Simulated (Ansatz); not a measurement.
# KAgBr2: the cost of one run

The runs shown are made with Ansatz 0.2.0. PAW datasets, plane waves. These are computed values for a spin-unpolarised cell that may be hypothetical; none is a measurement.

**1. The cell**

The cell was relaxed beforehand with r2SCAN.

The symmetry is R-3m (No. 166, trigonal); a = 4.371 Å, c = 21.208 Å in the conventional setting, 29.25 Å³ an atom. K has 6 Br at 3.24 Å; Ag has 6 Br at 2.94 Å; Br has 3 Ag at 2.94 Å and 3 K at 3.24 Å.

Structure file:

```cif
data_structure
_symmetry_space_group_name_H-M 'P 1'
_symmetry_Int_Tables_number 1
_cell_length_a 7.5063
_cell_length_b 7.5063
_cell_length_c 7.5063
_cell_angle_alpha 33.856
_cell_angle_beta 33.856
_cell_angle_gamma 33.856
_cell_volume 116.98
loop_
_atom_site_label
_atom_site_type_symbol
_atom_site_fract_x
_atom_site_fract_y
_atom_site_fract_z
_atom_site_occupancy
K1 K 0.00000 0.00000 0.00000 1
Ag1 Ag 0.50000 0.50000 0.50000 1
Br1 Br 0.23773 0.23773 0.23773 1
Br2 Br 0.76227 0.76227 0.76227 1
```

**2. PBE bands along the symmetry lines**

Contents of input.yaml:

```yaml
crystal:
  lattice:
    - [2.1856115264, 1.2618634031, 7.0693490995]
    - [-2.1856115264, 1.2618634031, 7.0693490995]
    - [0.0, -2.5237268063, 7.0693490995]
  atoms:
    - { symbol: K, position: [1.0, 0.0, 0.0] }
    - { symbol: Ag, position: [0.5, 0.5, 0.5] }
    - { symbol: Br, position: [0.2377266234, 0.2377266234, 0.2377266234] }
    - { symbol: Br, position: [0.7622733766, 0.7622733766, 0.7622733766] }
kpoints:
  mp_grid: { grid: [8, 8, 8] }
  band_path:
    path:
      - [[0.0, 0.0, 0.0], [0.5, 0.5, 0.5], [0.8120923521683, 0.1879076478317, 0.5]]
      - [[0.5, -0.1879076478317, 0.1879076478317], [0.5, -1.11339391438e-16, -6.648279583682e-17], [0.0, 0.0, 0.0], [0.3439538239159, -0.3439538239159, 3.122840468516e-17]]
      - [[0.6560461760841, 5.692139396532e-17, 0.3439538239159], [0.5, 1.108316777137e-16, 0.5], [0.0, 0.0, 0.0]]
    npoints: 10
hamiltonian:
  xc: pbe
scf:
  occupations: { method: fermi_dirac, width: 0.02 }
  n_extra_bands: 5
output:
  forces: true
  stress: true
  eigenvalues: true
```

Started as:

```console
> ansatz run input.yaml --threads 2 --pin off --max-ram 2211MiB --backend cpu --events-out ev --progress --plain --runs-dir out
```

Q: Estimate wall time and peak memory on 2 threads of Intel Xeon at 2.50GHz (Skylake/Cascade Lake), shared host.

About 19 s, with a peak of 0.48 GiB.
